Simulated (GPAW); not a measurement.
# MoSe (Pm-3m) in GPAW: further runs, part 2 of 2

GPAW 26.7.0.

### Step 3. Fermi surface, vdW-DF2

run.py reads:

```python
import json
import numpy as np
from ase.dft.bandgap import bandgap
from ase.io import write
from ase.spacegroup import crystal
from gpaw import GPAW, PW

# Mo 1a
# Se 1b
atoms = crystal(['Mo', 'Se'],
                basis=[[0.0, 0.0, 0.0],
                       [0.5, 0.5, 0.5]],
                spacegroup=221, setting=1,  # Pm-3m
                cellpar=[3.50022959, 3.50022959, 3.50022959, 90.0, 90.0, 90.0],
                primitive_cell=True)

calc = GPAW(mode=PW(280),
            xc={'name': 'vdW-DF2', 'backend': 'libvdwxc'},
            kpts={'size': (5, 5, 5), 'gamma': True},
            occupations={'name': 'fermi-dirac', 'width': 0.01},
            nbands=20,
            convergence={'density': 1e-05, 'energy': 1e-05},
            eigensolver='ppcg',
            maxiter=75,
            txt='gpaw.txt')
atoms.calc = calc
energy = atoms.get_potential_energy()
forces = atoms.get_forces()
calc.write('gs.gpw')
write('result.traj', atoms)
print(f'Energy: {energy:.6f} eV')
print('Forces (eV/A):')
print(forces.round(4))
print('Fermi level:', round(calc.get_fermi_level(), 4), 'eV')
print(f'Gap: {bandgap(calc)[0]:.4f} eV, direct: {bandgap(calc, direct=True)[0]:.4f} eV')

size = (8, 8, 8)
dense = calc.fixed_density(kpts={'size': size, 'gamma': True}, update_fermi_level=True,
                           convergence={'bands': 'CBM+2.0', 'eigenstates': 1e-7}, txt='dense.txt')
ef = dense.get_fermi_level()
index = np.round(dense.get_bz_k_points() * size).astype(int) % size
recip = 2 * np.pi * atoms.cell.reciprocal()
sheets = []
for s, e_kn in enumerate(dense.eigenvalues()):
    for n in range(e_kn.shape[1] - 2):
        if e_kn[:, n].min() < ef < e_kn[:, n].max():
            e = np.empty(size)
            e[tuple(index.T)] = e_kn[dense.get_bz_to_ibz_map(), n] - ef
            de = np.array([(np.roll(e, -1, c) - np.roll(e, 1, c)) * size[c] / 2 for c in range(3)])
            v = np.linalg.norm(np.einsum('vc,cxyz->vxyz', np.linalg.inv(recip), de), axis=0)
            w = np.exp(-(e / 0.1)**2) / (0.1 * np.pi**0.5)
            sheets.append({'spin': s, 'band': n, 'filled': (e < 0).mean(), 'dos': w.mean(), 'bottom': e.min(), 'top': e.max(),
                           'velocity': (w * v).sum() / w.sum() * 1.519267e5, 'slice': e[:, :, 0].round(3).tolist()})
            print(f'spin {s} band {n}: filled share {sheets[-1]["filled"]:.3f}, from {e.min():.3f} to {e.max():.3f} eV,',
                  f'{w.mean():.3f} states/eV, mean velocity {sheets[-1]["velocity"]:.3e} m/s')
print('Fermi level on the dense mesh:', round(ef, 4), 'eV,', len(sheets), 'sheets')
json.dump({'ef': ef, 'sheets': sheets}, open('fermi.json', 'w'))
```

Potentials or basis: GPAW PAW data sets (gpaw-data 1.2.1), pw.

Launch:

```bash
$ OMP_NUM_THREADS=1 python run.py
```

gpaw.txt:

```text
__  _  _
 | _ |_)|_||  |
 |__||  | ||/\| - 26.7.0

Input parameters:
  mode=PW(ecut=280.0),
  convergence={'density': 1e-05, 'energy': 1e-05},
  eigensolver=PPCG(niter=2, min_niter=1, max_buffer_mem=209715200, blocksize=None, rr_modulo=5, include_cg=True, promote_inner_dtype=False, tolerances=None),
  kpts=MonkhorstPack(size=(5, 5, 5), gamma=True),
  maxiter=75,
  nbands=20,
  occupations=Occupations(name='fermi-dirac', width=0.01),
  xc=XC(name='vdW-DF2', backend='libvdwxc')

Diagonalizing LCAO Hamiltonian
Converting LCAO to pw mode
   .--------.
  /|        |
 * |        |
 | |   Se   |
 | .--------.
 |/        /
 Mo-------*

Atoms  # Å, Bohr magnetons
|   | symbol |        x |        y |        z |    initial magnetic moments |
|---|--------|----------|----------|----------|-----------------------------|
| 0 |     Mo | 0.000000 | 0.000000 | 0.000000 | ( 0.0000,  0.0000,  0.0000) |
| 1 |     Se | 1.750115 | 1.750115 | 1.750115 | ( 0.0000,  0.0000,  0.0000) |

Unit cell  # Å
| periodic |        x |        y |        z |  lengths |    angles |
|----------|----------|----------|----------|----------|-----------|
|      yes | 3.500230 | 0.000000 | 0.000000 | 3.500230 | 90.000000 |
|      yes | 0.000000 | 3.500230 | 0.000000 | 3.500230 | 90.000000 |
|      yes | 0.000000 | 0.000000 | 3.500230 | 3.500230 | 90.000000 |

Number of symmetries: 48
Symmetry operations  # r_c * U_cc + t_c -> r_c
|    | kind |            matrix            |
|----|------|------------------------------|
|  0 |  E   |  1, 0, 0,  0, 1, 0,  0, 0, 1 |
|  1 |  σ   |  1, 0, 0,  0, 1, 0,  0, 0,-1 |
|  2 |  σ   |  1, 0, 0,  0, 0, 1,  0, 1, 0 |
|  3 |  C4  |  1, 0, 0,  0, 0, 1,  0,-1, 0 |
|  4 |  C4  |  1, 0, 0,  0, 0,-1,  0, 1, 0 |
|  5 |  σ   |  1, 0, 0,  0, 0,-1,  0,-1, 0 |
|  6 |  σ   |  1, 0, 0,  0,-1, 0,  0, 0, 1 |
|  7 |  C2  |  1, 0, 0,  0,-1, 0,  0, 0,-1 |
|  8 |  σ   |  0, 1, 0,  1, 0, 0,  0, 0, 1 |
|  9 |  C2  |  0, 1, 0,  1, 0, 0,  0, 0,-1 |
| 10 |  C3  |  0, 1, 0,  0, 0, 1,  1, 0, 0 |
| 11 |  S6  |  0, 1, 0,  0, 0, 1, -1, 0, 0 |
| 12 |  S6  |  0, 1, 0,  0, 0,-1,  1, 0, 0 |
| 13 |  C3  |  0, 1, 0,  0, 0,-1, -1, 0, 0 |
| 14 |  C4  |  0, 1, 0, -1, 0, 0,  0, 0, 1 |
| 15 |  S4  |  0, 1, 0, -1, 0, 0,  0, 0,-1 |
| 16 |  C3  |  0, 0, 1,  1, 0, 0,  0, 1, 0 |
| 17 |  S6  |  0, 0, 1,  1, 0, 0,  0,-1, 0 |
| 18 |  σ   |  0, 0, 1,  0, 1, 0,  1, 0, 0 |
| 19 |  C4  |  0, 0, 1,  0, 1, 0, -1, 0, 0 |
| 20 |  C2  |  0, 0, 1,  0,-1, 0,  1, 0, 0 |
| 21 |  S4  |  0, 0, 1,  0,-1, 0, -1, 0, 0 |
| 22 |  S6  |  0, 0, 1, -1, 0, 0,  0, 1, 0 |
| 23 |  C3  |  0, 0, 1, -1, 0, 0,  0,-1, 0 |
| 24 |  S6  |  0, 0,-1,  1, 0, 0,  0, 1, 0 |
| 25 |  C3  |  0, 0,-1,  1, 0, 0,  0,-1, 0 |
| 26 |  C4  |  0, 0,-1,  0, 1, 0,  1, 0, 0 |
| 27 |  σ   |  0, 0,-1,  0, 1, 0, -1, 0, 0 |
| 28 |  S4  |  0, 0,-1,  0,-1, 0,  1, 0, 0 |
| 29 |  C2  |  0, 0,-1,  0,-1, 0, -1, 0, 0 |
| 30 |  C3  |  0, 0,-1, -1, 0, 0,  0, 1, 0 |
| 31 |  S6  |  0, 0,-1, -1, 0, 0,  0,-1, 0 |
| 32 |  C4  |  0,-1, 0,  1, 0, 0,  0, 0, 1 |
| 33 |  S4  |  0,-1, 0,  1, 0, 0,  0, 0,-1 |
| 34 |  S6  |  0,-1, 0,  0, 0, 1,  1, 0, 0 |
| 35 |  C3  |  0,-1, 0,  0, 0, 1, -1, 0, 0 |
| 36 |  C3  |  0,-1, 0,  0, 0,-1,  1, 0, 0 |
| 37 |  S6  |  0,-1, 0,  0, 0,-1, -1, 0, 0 |
| 38 |  σ   |  0,-1, 0, -1, 0, 0,  0, 0, 1 |
| 39 |  C2  |  0,-1, 0, -1, 0, 0,  0, 0,-1 |
| 40 |  σ   | -1, 0, 0,  0, 1, 0,  0, 0, 1 |
| 41 |  C2  | -1, 0, 0,  0, 1, 0,  0, 0,-1 |
| 42 |  C2  | -1, 0, 0,  0, 0, 1,  0, 1, 0 |
| 43 |  S4  | -1, 0, 0,  0, 0, 1,  0,-1, 0 |
| 44 |  S4  | -1, 0, 0,  0, 0,-1,  0, 1, 0 |
| 45 |  C2  | -1, 0, 0,  0, 0,-1,  0,-1, 0 |
| 46 |  C2  | -1, 0, 0,  0,-1, 0,  0, 0, 1 |
| 47 |  i   | -1, 0, 0,  0,-1, 0,  0, 0,-1 |

BZ-sampling:
  Number of BZ points: 125
  Number of IBZ points: 10

  Monkhorst-Pack size: [5, 5, 5]
  Monkhorst-Pack shift: [0, 0, 0]

K-points  # in reciprocal-cell coordinates
|   |                                coordinates |     weight |
|---|--------------------------------------------|------------|
| 0 | (  0.00000000,   0.00000000,   0.00000000) | 0.00800000 |
| 1 | (  0.20000000,   0.00000000,   0.00000000) | 0.04800000 |
| 2 | (  0.20000000,   0.20000000,   0.00000000) | 0.09600000 |
| 3 | (  0.20000000,   0.20000000,   0.20000000) | 0.06400000 |
| 4 | (  0.40000000,   0.00000000,   0.00000000) | 0.04800000 |
| 5 | (  0.40000000,   0.20000000,   0.00000000) | 0.19200000 |
| 6 | (  0.40000000,   0.20000000,   0.20000000) | 0.19200000 |
| 7 | (  0.40000000,   0.40000000,   0.00000000) | 0.09600000 |
| 8 | (  0.40000000,   0.40000000,   0.20000000) | 0.19200000 |
| 9 | (  0.40000000,   0.40000000,   0.40000000) | 0.06400000 |

Plane wave coefficients: 462
Cutoff: 280.0 eV

Spin-components: 1 (collinear spins)
Bands:           20
Projectors:      11
Spin-degeneracy: 2
Datatype:        complex128

Parallelization:
  kpt:    1
  domain: 1
  band:   1

Density:
  Valence electrons: 20.0
  Components: 1
  Grid points: [14 14 14]
  Charge: 0.0  # |e|

Potential:
  Grid points: [14 14 14]

species:
  Mo:
    name:    Molybdenum
    Z:       42.0
    valence: 14
    core:    28
    charge:  0.0  # [|e|]
    compensation charges:
      type: gauss
      rc: 0.38  # [Å]
      lmax: 2
    cutoffs:
      filter: 2.16  # [Å]
      core: 1.42  # [Å]
    projectors
    | kind |    occ | energy [eV] | rcut [Å] |
    |------|--------|-------------|----------|
    |   4s |  2.000 |     -64.307 |    1.238 |
    |   5s |  1.000 |      -4.084 |    1.238 |
    |   4p |  6.000 |     -38.491 |    1.296 |
    |   5p |  0.000 |      -1.044 |    1.296 |
    |   4d |  5.000 |      -3.754 |    1.296 |
    |    d |        |      23.458 |    1.296 |

    Using partial waves for Mo as LCAO basis

  Se:
    name:    Selenium
    Z:       34.0
    valence: 6
    core:    28
    charge:  0.0  # [|e|]
    compensation charges:
      type: gauss
      rc: 0.27  # [Å]
      lmax: 2
    cutoffs:
      filter: 1.77  # [Å]
      core: 2.67  # [Å]
    projectors
    | kind |    occ | energy [eV] | rcut [Å] |
    |------|--------|-------------|----------|
    |   4s |  2.000 |     -17.277 |    0.847 |
    |   4p |  4.000 |      -6.512 |    1.005 |
    |    s |        |       9.935 |    0.847 |
    |    p |        |      20.699 |    1.005 |
    |    d |        |       0.000 |    0.847 |

    Using partial waves for Se as LCAO basis

Reference energy: -176237.604762  # eV

eigensolver:
  PPCG
  Converge bands: occupied
  niter=2

density mixing:
  MSR1-Mixer
  Pratt-step length: 0.05
  Maximum mixing coefficient: 0.75
  Old densities: 10
  SVD Regularization: 0.005
  Good broyden scale: 1.0
  Trust region scale: 1.0
  Backstep threshold: 4.0
  History deletion threshold: 6.0
  Fourier metric: weight=20.0, sigma=0.015

occupation numbers:
  Fermi-Dirac:
    width: 0.0100  # eV

poisson solver:
  ecut: 2240.0  # eV

xc functional:
  name: vdW-DF2 with libvdwxc
  Mode: serial
  Semilocal: GGA_X_RPW86+LDA_C_PW with 2 nearest neighbor stencil
  Local blocksize: 28 x 28 x 28
  PAW datasets: PBE

convergence criteria:
- Maximum integral of absolute [dens]ity change: 1e-05 electrons / valence electron
- Maximum [total energy] change in last 3 cyles: 1e-05 eV / valence electron
- Maximum integral of absolute [eigenst]ate change: 4e-08 eV^2 / valence electron
maximum number of iterations: 75

SCF iterations
|iter     | |      energy | eigst |  dens |
|---------|-|-------------|-------|-------|
|iter:   1| | -171.569764 | -0.19 |       |
|iter:   2| | -171.309599 | -2.32 | -1.09 |
|iter:   3| | -170.886960 | -1.56 | -1.18 |
|iter:   4| | -170.884650 | -3.28 | -1.78 |
|iter:   5| | -170.889969 | -3.20 | -2.01 |
|iter:   6| | -170.891278 | -4.04 | -2.39 |
|iter:   7| | -170.891195 | -5.38 | -3.03 |
|iter:   8| | -170.891193c| -6.91 | -3.90 |
|iter:   9| | -170.891192c| -8.02c| -4.45 |
|iter:  10| | -170.891192c| -8.49c| -5.40c|

Converged in 10 steps
Energy contributions relative to reference atoms: (reference = -176237.604762)

Energy contributions:
  Kinetic:          -9.917579
  Coulomb:           4.134186
  Zero:             -0.172883
  External:          0.000000
  Xc:             -164.933160
  Entropy:          -0.003511
  Spinorbit:         0.000000
  ----------------------------
  Free energy:    -170.892947
  Extrapolated:   -170.891192

dipole moment: (-12.943690, -12.943690, -12.943690)  # |e|*Ang

Fermi level: 8.589
Eigenvalues  # (at kpt = [0.000, 0.000, 0.000])
| band index |      eig [eV] | occ [0-2] |
|------------|---------------|-----------|
|          0 |       -52.932 |     2.000 |
|        ... |               |           |
|          2 |       -26.942 |     2.000 |
|          3 |       -26.942 |     2.000 |
|          4 |        -5.787 |     2.000 |
|          5 |         6.516 |     2.000 |
|          6 |         6.516 |     2.000 |
|          7 |         7.003 |     2.000 |
[... 8 lines left out ...]
|         16 |        22.534 |     0.000 |
|         17 |        22.534 |     0.000 |
|        ... |               |           |
|         19 |        24.431 |     0.000 |

No gap
No difference between direct/indirect transitions

Forces  # eV/Ang
|        x |        y |       z |
|----------|----------|---------|
|  0.00000 | -0.00000 | 0.00000 |  # Mo   0
| -0.00000 |  0.00000 | 0.00000 |  # Se   1

# Writing to gs.gpw (mode='')
```

Run time: 12 s. Hardware: 1 thread of Intel Xeon Platinum 8488C (Sapphire Rapids), shared host; peak memory 0.15 GiB.

The run converged, but some of its settings lie outside the range that counts as converged, so its numbers aren't taken as properties of the crystal.

Results:

| Item | Value |
| --- | --- |
| Free energy | -170.8929 eV |
| Band gap on the k mesh | none (metal or under the smearing width) |

Caveat: the k mesh is coarse; the PAW data sets were made with another functional, which shifts forces and pressure a little.
